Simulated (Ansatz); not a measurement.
# BF2HS, SMILES FB(F)S: an atomisation energy

Computed with the Ansatz DFT code, driven from Python.

The cells in order, each with its output:

In [1]:
```python
from collections import Counter

import ansatz
```

In [2]:
```python
def energy_of(molecule, charge=0, unpaired=0):
    calc = molecule.calculation().basis(gaussian="aug-cc-pVDZ").functional("cam_b3lyp")
    if charge:
        calc = calc.charge(charge)
    if unpaired:
        calc = calc.spin("collinear", total=unpaired)
    report = calc.run(threads=1).report
    if report["published_state_doubts"]:
        print("  doubts:", report["published_state_doubts"])
    return report["free_energy_ev"]
```

In [3]:
```python
geometry_ang = [
    ("F", (0.935, -1.5542, 0.127)),
    ("B", (-0.1245, -0.4859, 0.2488)),
    ("F", (-0.9098, -0.3679, 1.4609)),
    ("S", (-0.369, 0.7208, -1.1725)),
    ("H", (0.5181, 1.6135, -0.7056)),
]
molecule = ansatz.Crystal.molecule()
for symbol, xyz in geometry_ang:
    molecule = molecule.atom(symbol, xyz)
```

In [4]:
```python
# unpaired electrons of the ground-state atoms
unpaired = {"F": 1, "B": 1, "S": 2, "H": 1}
counts = Counter(site.symbol for site in molecule.cartesian_sites)
atom_energy = {s: energy_of(ansatz.Crystal.molecule().atom(s, (0, 0, 0)), 0, unpaired[s]) for s in counts}
whole = energy_of(molecule, 0, 0)
for s, e in atom_energy.items():
    print(f"{s:2s} x{counts[s]}  {e:14.5f} eV")
print(f"BF2HS: {whole:.5f} eV")
split = sum(counts[s] * e for s, e in atom_energy.items()) - whole
print(f"atomisation energy (no zero-point term): {96.485332 * split:.1f} kJ/mol, {split / sum(counts.values()):.3f} eV an atom")
```
```text
F  x2     -2713.41317 eV
B  x1      -670.44106 eV
S  x1    -10833.45698 eV
H  x1       -13.55985 eV
BF2HS: -16963.76345 eV
atomisation energy (no zero-point term): 1879.5 kJ/mol, 3.896 eV an atom
```

1879.5 kJ/mol from the electronic energies, without the zero-point term.

Reading the output:
- The settings weren't tested for convergence.
- The geometry is a force-field or estimated start, not a minimum of this method, and the basis set is short of its limit. All parts are taken at fixed geometry, without zero-point energy.
- For Al to Cl the sets with a tight d function, cc-pV(X+d)Z, are usual.
- It ran for 3.9 s on 1 thread of Arm Neoverse V2, with other jobs on the host, peak memory 0.29 GiB.
